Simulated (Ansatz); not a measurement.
# C₂H₉N₂Ta: up Jacob's ladder to CCSD(T)

One table from this session's results is given with a row withheld; the runs are named, their logs left out.

Program: Ansatz 0.2.0, Gaussian basis. Level of theory: functionals in def2-TZVPP, the program's frozen cores in correlated methods. These are calculated values, not measurements.

Levels to be run: LDA (SPW92), PBE-D4, revPBE-D4, BLYP-D4, r2SCAN-D4, B97M-V, PBE0-D4, B3LYP-D4, r2SCANh-D4, r2SCAN0-D4, HSE06-D4, BHLYP-D4, CAM-B3LYP-D4, LC-ωPBE, ωB97X-V, ωB97M-V, B2PLYP, PBE-QIDH; CCSD(T)/def2-SVP; CCSD(T)/def2-TZVPP; MP2/def2-QZVPP; extrapolation to the limit; RPA on PBE.

### Structure used throughout

All runs share one geometry, relaxed beforehand with PBE0-D4 in a triple-zeta def2 set. Ta takes the def2 core potential; no spin-orbit term is included.

SMILES `[CH3][Ta]([CH3])(=[NH])[NH2]`, 14 atoms, charge 0, spin multiplicity 1.

Atoms are counted from 1 here; the program's logs count them from 0.

Bond lengths: C1–Ta2 2.174 Å, C1–H6 1.097 Å, C1–H7 1.093 Å, C1–H8 1.098 Å, Ta2–C3 2.174 Å, Ta2–N4 1.764 Å, Ta2–N5 1.979 Å, C3–H9 1.097 Å, C3–H10 1.093 Å, C3–H11 1.098 Å, N4–H12 1.006 Å, N5–H13 1.008 Å, N5–H14 1.012 Å. Angles: Ta2–C1–H6 109.5°, Ta2–C1–H7 113.5°, Ta2–C1–H8 110.9°, H6–C1–H7 107.2°, H6–C1–H8 107.7°, H7–C1–H8 107.9°, C1–Ta2–C3 109.1°, C1–Ta2–N4 108.1°, C1–Ta2–N5 111.7°, C3–Ta2–N4 108.0°, C3–Ta2–N5 111.7°, N4–Ta2–N5 108.0°, Ta2–C3–H9 109.5°, Ta2–C3–H10 113.5°, Ta2–C3–H11 110.9°, H9–C3–H10 107.2°, H9–C3–H11 107.7°, H10–C3–H11 107.9° and more.

The first run:

Input file in.yaml:

```yaml
crystal:
  periodic: [false, false, false]
  atoms:
    - {symbol: C, position_ang: [-1.948970, -0.244099, -0.396692]}
    - {symbol: Ta, position_ang: [0.108505, 0.332616, 0.004891]}
    - {symbol: C, position_ang: [1.085489, -1.249833, 1.131196]}
    - {symbol: N, position_ang: [0.083780, 1.782835, 1.009727]}
    - {symbol: N, position_ang: [1.088479, 0.758700, -1.661114]}
    - {symbol: H, position_ang: [-2.441872, -0.521584, 0.543408]}
    - {symbol: H, position_ang: [-2.544161, 0.553454, -0.849762]}
    - {symbol: H, position_ang: [-1.989061, -1.115232, -1.064258]}
    - {symbol: H, position_ang: [0.484387, -1.493977, 2.016022]}
    - {symbol: H, position_ang: [2.084617, -0.980458, 1.484420]}
    - {symbol: H, position_ang: [1.176201, -2.162639, 0.527337]}
    - {symbol: H, position_ang: [0.057234, 2.596271, 1.600417]}
    - {symbol: H, position_ang: [1.509554, 1.637107, -1.920796]}
    - {symbol: H, position_ang: [1.232817, 0.077539, -2.395994]}
basis:
  gaussian: {orbitals: def2-TZVPP}
hamiltonian: {xc: lda}
output: {orbitals: {seedname: orbitals}}
```

Command:

```sh
$ ansatz run in.yaml --threads 4 --pin off --events-out ev --progress --plain --max-ram 11315MiB
```

Among the steps run: LDA; PBE-D4 (GGA); revPBE-D4 (GGA); BLYP-D4 (GGA); r2SCAN-D4 (meta-GGA); B97M-V (meta-GGA); B3LYP-D4 (hybrid); r2SCANh-D4 (hybrid); r2SCAN0-D4 (hybrid); HSE06-D4 (hybrid); BHLYP-D4 (hybrid); CAM-B3LYP-D4 (range-separated); LC-ωPBE (range-separated); ωB97X-V (range-separated); ωB97M-V (range-separated); B2PLYP (double hybrid); PBE-QIDH (double hybrid).

One of the session's tables, all rows but one given; the rest of the session is left out.

It belongs to the step «Orbital energies across the functionals». 

| functional | HOMO (eV) | gap (eV) |
| --- | --- | --- |
| LDA (SPW92) | -5.90 | 3.98 |
| PBE-D4 | -5.74 | 4.05 |
| revPBE-D4 | ? | ? |
| BLYP-D4 | -5.61 | 4.02 |
| r2SCAN-D4 | -5.99 | 4.52 |
| B97M-V | -6.05 | 4.57 |
| PBE0-D4 | -7.03 | 6.25 |
| B3LYP-D4 | -6.80 | 5.77 |
| r2SCANh-D4 | -6.48 | 5.33 |
| r2SCAN0-D4 | -7.21 | 6.55 |
| HSE06-D4 | -6.63 | 5.46 |
| BHLYP-D4 | -8.22 | 8.44 |
| CAM-B3LYP-D4 | -8.44 | 8.75 |
| LC-ωPBE | -9.85 | 11.37 |
| ωB97X-V | -9.48 | 10.86 |
| ωB97M-V | -9.39 | 10.61 |

Q: Estimate the row for revPBE-D4 from the others.

As computed: HOMO (eV): -5.67; gap (eV): 4.09. In the column «HOMO (eV)» it lies between PBE-D4 (-5.74) and BLYP-D4 (-5.61).
